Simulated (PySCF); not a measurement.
# H7P3Si: the cost of one run

The runs use PySCF 2.14.0, with density-fitted response routines of our own; the level of theory stands in each step. All values are computed, except where a source is named. Atoms are numbered from 0 throughout.

## 1. The molecule as given

11 atoms, charge 0, multiplicity 1; geometry from: GFN2-xTB. The atoms were then displaced at random by about 0.01 Å, so the start is not that level's minimum.

Bonds of the start (Å): P0–Si1 2.26, Si1–P2 2.25, Si1–P3 2.27, P0–H4 1.37, P0–H5 1.35, Si1–H6 1.47, P2–H7 1.40, P2–H8 1.42, P3–H9 1.42, P3–H10 1.40.

## 2. Geometry optimisation at PBE0-D3(BJ)/def2-SVP

The job: settings as JSON, then the geometry in Å.

```
{"job": {"xc": "PBE0", "basis": "def2-SVP", "d3": "d3bj", "grid": 1, "shake": 0.01, "kind": "geom"}, "charge": 0, "multiplicity": 1}
P     -1.686360    -1.248380     0.583800
Si    -0.109810    -0.161770    -0.623500
P      1.965730    -0.892370    -0.139680
P     -0.254280     2.103100    -0.515510
H     -1.099420    -1.026320     1.797520
H     -1.128570    -2.464960     0.435170
H     -0.331730    -0.517700    -2.028890
H      2.629300     0.117460    -0.853940
H      2.088950    -0.172810     1.073470
H     -1.668210     2.093150    -0.624680
H     -0.367480     2.144790     0.880560
```

Command:

```
> OMP_NUM_THREADS=1 python probes_run.py task.json out
```

One launch serves the whole session: the jobs run in the order shown.

Q: Estimate the wall time and peak memory of this first job on 1 thread of Arm Neoverse V2, shared host.

About 31 s, with a peak of 0.45 GiB.
